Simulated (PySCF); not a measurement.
# LiBi (triplet) with other numerical set-ups

The method stays; parts of the set-up, such as the basis or the Hamiltonian, are changed.

The runs use PySCF 2.14.0; method and basis as typed in the scripts.

2 further runs of the same task are left out: 2 that didn't finish.

## (1) Where the work starts

LiBi (triplet): 2 atoms, charge 0, spin multiplicity 3.

Bond lengths: Li1–Bi2 2.745 Å.

## (2) Base script

Contents of input.py:

```python
from pyscf import gto, dft

mol = gto.M(
    atom='Li 0 0 0; Bi 0 0 2.745',
    basis='sbkjc',
    ecp={'Li': 'sbkjc', 'Bi': 'sbkjc'},
    charge=0,
    spin=2,
    verbose=4,
)
mf = dft.UKS(mol, xc='o3lyp')
mf.kernel()
mf.dip_moment()
print('orbital energies (hartree):', [e[max(0, n-3):n+3].round(4) for e, n in zip(mf.mo_energy, mol.nelec)])
```

The run is started by

```
$ OMP_NUM_THREADS=1 python input.py
```

The log of this run is left out.

Base result: E(SCF) = -5.694723 Eh, 8 cycles, ⟨S²⟩ = 2.010, μ = 6.09 D.

The bond length is a typed value, not an optimised one. The triplet is typed in the script; nothing here shows that it is the ground state.

## (3) Crenbl

Variant 1 changes basis set: sbkjc → crenbl. The core potential changes with it: totals don't compare.

Contents of input.py:

```python
from pyscf import gto, dft

mol = gto.M(
    atom='Li 0 0 0; Bi 0 0 2.745',
    basis='crenbl',
    ecp={'Li': 'crenbl', 'Bi': 'crenbl'},
    charge=0,
    spin=2,
    verbose=4,
)
mf = dft.UKS(mol, xc='o3lyp')
mf.kernel()
mf.dip_moment()
print('orbital energies (hartree):', [e[max(0, n-3):n+3].round(4) for e, n in zip(mf.mo_energy, mol.nelec)])
```

The run is started by

```
$ OMP_NUM_THREADS=1 python input.py
```

## (4) Jorge-dzp-dkh (core potential off, X2C on)

Variant 2 changes basis set: sbkjc → jorge-dzp-dkh; core potential: on → off; spin-free X2C: off → on. The core potential changes with it: totals don't compare.

Changes to input.py since step 2:

```diff
@@ -4,4 +4,3 @@
     atom='Li 0 0 0; Bi 0 0 2.745',
-    basis='sbkjc',
-    ecp={'Li': 'sbkjc', 'Bi': 'sbkjc'},
+    basis='jorge-dzp-dkh',
     charge=0,
@@ -11,2 +10,3 @@
 mf = dft.UKS(mol, xc='o3lyp')
+mf = mf.sfx2c1e()
 mf.kernel()
```

What does the calculation give? Wanted: for each run, E(SCF); from base; gap, α spin; SCF dipole.

**Answer**, as computed:

```csv
run,E(SCF) (hartree),from base (eV),cycles,"gap, α spin (eV)",SCF dipole (D),functions
base,-5.694723,0,8,2.75,6.09,16
crenbl,-72.433262,not comparable,12,2.67,4.99,48
"jorge-dzp-dkh (core potential off, X2C on)",-21366.640086,not comparable,11,2.66,6.58,78
```

In words: The dearest run is “jorge-dzp-dkh (core potential off, X2C on)”, at 4.6 s against 0.94 s.
